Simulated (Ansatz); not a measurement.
# GeW: the cost of one run

Computed with Ansatz 0.2.0 (DFT PBE, scalar-relativistic, plane waves, PAW, unless a step's input says otherwise).

### 1 The starting structure

Symmetry: P6_3/mmc, No. 194, hexagonal system. The conventional cell has a = 4.040 Å, b = 4.040 Å, c = 4.904 Å, α = 90.00°, β = 90.00°, γ = 120.00°. Ge (site symmetry -3m) has 2 Ge at 2.45 Å and 6 W at 2.63 Å as nearest neighbours. W (site symmetry -6m2) has 6 Ge at 2.63 Å as nearest neighbours.

Coordinates:

```
CELL_PARAMETERS angstrom
4.03989 0.00000 0.00000
-2.01995 3.49865 0.00000
0.00000 0.00000 4.90379
ATOMIC_POSITIONS crystal
Ge 0.00000 0.00000 0.00000
Ge 0.00000 0.00000 0.50000
W 0.33333 0.66667 0.25000
W 0.66667 0.33333 0.75000
```

The cell is invented: species swapped into a database cell of CuSn (P6_3/mmc, No. 194), with Ge on the Cu sites and W on the Sn sites. The dimensions are guesses.

### 2 The guess as it stands, on a coarse mesh

Contents of input.yaml:

```yaml
crystal:
  lattice:
    - [4.03989166, 0.0, 0.0]
    - [-2.01994583, 3.49864881, 0.0]
    - [0.0, 0.0, 4.90379208]
  atoms:
    - { symbol: Ge, position: [0.0, 0.0, 0.0] }
    - { symbol: Ge, position: [0.0, 0.0, 0.5] }
    - { symbol: W, position: [0.33333333, 0.66666667, 0.25] }
    - { symbol: W, position: [0.66666667, 0.33333333, 0.75] }
basis:
  ecutwfc: 420
kpoints:
  mp_grid: { grid: [6, 6, 4] }
hamiltonian:
  xc: pbe
scf:
  occupations: { method: gaussian, width: 0.1 }
  lower_state_search: "off"
output:
  forces: true
  stress: true
  eigenvalues: true
```

On the command line:

```bash
ansatz run input.yaml --threads 1 --pin off --max-ram 2560MiB --backend cpu --events-out ev --progress --plain --runs-dir out
```

What time and memory should one allow on 1 thread of AMD EPYC 7R43 (Zen 3), shared host?

About 2.5 s, with a peak of 0.41 GiB.
